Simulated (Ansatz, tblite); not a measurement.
# The cluster Sc₃N₃: rung by rung

Aim: run the singlet of the cluster Sc₃N₃ at one geometry on many levels, and compare frontier levels, spin and run time.

Program: Ansatz 0.2.0, Gaussian basis. Level of theory: as each input shows. These are calculated values, not measurements.

Levels to be run: GFN1-xTB, GFN2-xTB, PBE-D4/def2-TZVP, r2SCAN-D4/def2-TZVP, B2PLYP/def2-TZVP, B3LYP-D4/def2-TZVP, LDA/def2-TZVP, PBE-D4/def2-SVP, PBE0-D4/def2-SVP, HF/STO-3G, CCSD(T)/def2-SVP, MP2/def2-TZVP.

4 further runs of the same task are left out: 4 set aside as unsound or not needed. Runs told in other sessions of the task aren't counted.

### 1 The structure

The singlet was relaxed beforehand with PBE-D4/def2-SVP. At that level it is the lowest of the isomers that a small search found.

6 atoms, charge 0, spin multiplicity 1.

Bond lengths: Sc1–N5 1.808 Å, Sc1–N6 1.963 Å, Sc2–N4 1.808 Å, Sc2–N6 1.963 Å, Sc3–N4 1.974 Å, Sc3–N5 1.974 Å, Sc3–N6 2.115 Å. Angles: N5–Sc1–N6 92.1°, N4–Sc2–N6 92.1°, N4–Sc3–N5 130.9°, N4–Sc3–N6 83.2°, N5–Sc3–N6 83.2°, Sc2–N4–Sc3 96.8°, Sc1–N5–Sc3 96.8°, Sc1–N6–Sc2 132.7°, Sc1–N6–Sc3 87.8°, Sc2–N6–Sc3 87.8°.

No spin-orbit coupling is included.

PBE0-D4/def2-TZVP was run before; its log isn't repeated, and its numbers join the tables.

### 2 GFN1-xTB

Tight binding, by tblite at 300 K electronic temperature and without a spin-polarisation term:

```python
tblite.interface.Calculator('GFN1-xTB', numbers, positions, charge=0, uhf=0).singlepoint()
```

Energy -338.9599 eV, HOMO -10.31 eV, LUMO -9.60 eV; 0.007 s.

### 3 GFN2-xTB

Tight binding, by tblite at 300 K electronic temperature and without a spin-polarisation term:

```python
tblite.interface.Calculator('GFN2-xTB', numbers, positions, charge=0, uhf=0).singlepoint()
```

Energy -311.3115 eV, HOMO -8.16 eV, LUMO -7.40 eV; 0.008 s.

### 4 PBE-D4/def2-TZVP

start.molden holds the orbitals of an earlier run on this state, given as this run's starting guess.

in.yaml

```yaml
crystal:
  periodic: [false, false, false]
  atoms:
    - {symbol: Sc, position_ang: [1.094759, 1.721610, 0.054657]}
    - {symbol: Sc, position_ang: [-1.948608, -0.076565, -0.602073]}
    - {symbol: Sc, position_ang: [0.474293, -0.998163, 0.535198]}
    - {symbol: N, position_ang: [-1.032142, -1.634512, -0.569821]}
    - {symbol: N, position_ang: [2.007052, 0.161215, 0.085925]}
    - {symbol: N, position_ang: [-0.595354, 0.826415, 0.496124]}
basis:
  gaussian: {orbitals: def2-TZVP, initial_orbitals: start.molden}
hamiltonian: {xc: pbe, dispersion: d4}
scf: {omitted_lower_state_checks: [starts]}
output: {forces: true, orbitals: {seedname: orbitals}}
```

Launch:

```bash
$ ansatz run in.yaml --threads 4 --pin off --events-out ev --progress --plain --max-ram 4787MiB
```

Further steps of the session: r2SCAN-D4/def2-TZVP; B2PLYP/def2-TZVP; B3LYP-D4/def2-TZVP; LDA/def2-TZVP; PBE-D4/def2-SVP; PBE0-D4/def2-SVP; HF/STO-3G; CCSD(T)/def2-SVP; MP2/def2-TZVP.

Q: Predict the results of all the runs planned. Wanted: gap in def2-TZVP, named functionals, smallest and largest; correlation energy, CCSD(T)/def2-SVP; correlation energy, MP2/def2-TZVP; binding an atom, CCSD(T)/def2-SVP; PBE0 total energy, smallest basis above largest.

As calculated:

| quantity | value |
| --- | --- |
| gap in def2-TZVP, named functionals, smallest and largest | 1.29 eV (PBE-D4), 2.78 eV (PBE0-D4) |
| correlation energy, CCSD(T)/def2-SVP | -35.10 eV |
| correlation energy, MP2/def2-TZVP | -42.50 eV |
| binding an atom, CCSD(T)/def2-SVP | 3.532 eV |
| PBE0 total energy, smallest basis above largest | 13.09 eV (def2-SVP, def2-TZVP) |

**Reading.** Over the named functionals in def2-TZVP the gap runs from 1.29 eV (PBE-D4) to 2.78 eV (PBE0-D4); exact exchange widens it. A small miss in a minimal or small basis is a cancelling of errors, not accuracy. The functionals in def2-TZVP miss CCSD(T)/def2-SVP by +0.481 (B2PLYP) to +1.662 eV (LDA) an atom. The yardstick is in a double-zeta basis, so levels in larger sets aren't compared like for like. The reference is CCSD(T) in one finite basis, so it carries an error of its own, often a tenth of an eV or more, and near misses can't be ranked.
